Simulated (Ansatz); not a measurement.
**C2H5AlBrF: small, medium and large basis sets**

How large a basis does C2H5AlBrF need? Two functionals are run in growing sets.

Method: one geometry, several basis sets; program: Ansatz 0.2.0, Gaussian basis.

Plan: PBE0-D4/def2-SVP; ωB97M-V/def2-SVP; PBE0-D4/def2-QZVPP; ωB97M-V/def2-QZVPP; the functionals' def2-TZVPP values are taken from earlier runs.

## (1) Structure used throughout

The geometry comes from an earlier relaxation with PBE0-D4 in a triple-zeta def2 set; it is a stationary point, not always the lowest conformer.

SMILES `C[CH2][Al]([F])[Br]`, 10 atoms, charge 0, spin multiplicity 1.

Atoms are counted from 1 here; the program's logs count them from 0.

Bond lengths: C1–C2 1.527 Å, C1–H6 1.093 Å, C1–H7 1.092 Å, C1–H8 1.092 Å, C2–Al3 1.939 Å, C2–H9 1.097 Å, C2–H10 1.097 Å, Al3–F4 1.646 Å, Al3–Br5 2.250 Å. Angles: C2–C1–H6 111.4°, C2–C1–H7 111.7°, C2–C1–H8 111.7°, H6–C1–H7 107.5°, H6–C1–H8 107.5°, H7–C1–H8 106.7°, C1–C2–Al3 116.0°, C1–C2–H9 110.8°, C1–C2–H10 110.8°, Al3–C2–H9 106.9°, Al3–C2–H10 107.0°, H9–C2–H10 104.7°, C2–Al3–F4 120.8°, C2–Al3–Br5 123.0°, F4–Al3–Br5 116.2°.

## (2) PBE0-D4 in def2-SVP

The input, in.yaml:

```yaml
crystal:
  periodic: [false, false, false]
  atoms:
    - {symbol: C, position_ang: [-0.391949, 0.669744, 1.074056]}
    - {symbol: C, position_ang: [0.650304, 0.305736, 0.018469]}
    - {symbol: Al, position_ang: [0.100344, -1.005041, -1.300674]}
    - {symbol: F, position_ang: [1.130855, -1.488372, -2.489779]}
    - {symbol: Br, position_ang: [-1.942201, -1.947604, -1.311446]}
    - {symbol: H, position_ang: [-0.005702, 1.412267, 1.777637]}
    - {symbol: H, position_ang: [-1.296433, 1.084721, 0.623437]}
    - {symbol: H, position_ang: [-0.701254, -0.202189, 1.654952]}
    - {symbol: H, position_ang: [0.974749, 1.197223, -0.532587]}
    - {symbol: H, position_ang: [1.564286, -0.077684, 0.488836]}
basis:
  gaussian: {orbitals: def2-SVP}
hamiltonian: {xc: pbe0, dispersion: d4}
output: {orbitals: {seedname: orbitals}}
```

Launch:

```bash
ansatz run in.yaml --threads 4 --pin off --events-out ev --progress --plain --max-ram 10444MiB
```

After this run come: ωB97M-V in def2-SVP; PBE0-D4 in def2-QZVPP; ωB97M-V in def2-QZVPP.

Q: Predict the results of all the runs planned. Wanted: PBE0-D4: double and triple zeta above quadruple; ωB97M-V: double and triple zeta above quadruple.

**Answer**, as computed:

| quantity | value |
| --- | --- |
| PBE0-D4: double and triple zeta above quadruple | 18.56, 1.92 eV |
| ωB97M-V: double and triple zeta above quadruple | 18.64, 1.85 eV |

**Reading.** For PBE0-D4 the step from double to triple zeta gains 16.64 eV and the next only 1.92 eV. Total energies overstate the basis error of differences, where much of it tends to cancel. The LUMO of ωB97M-V is positive and keeps falling with the basis (1.12 to 0.59 eV): an unbound level that the basis holds in place.
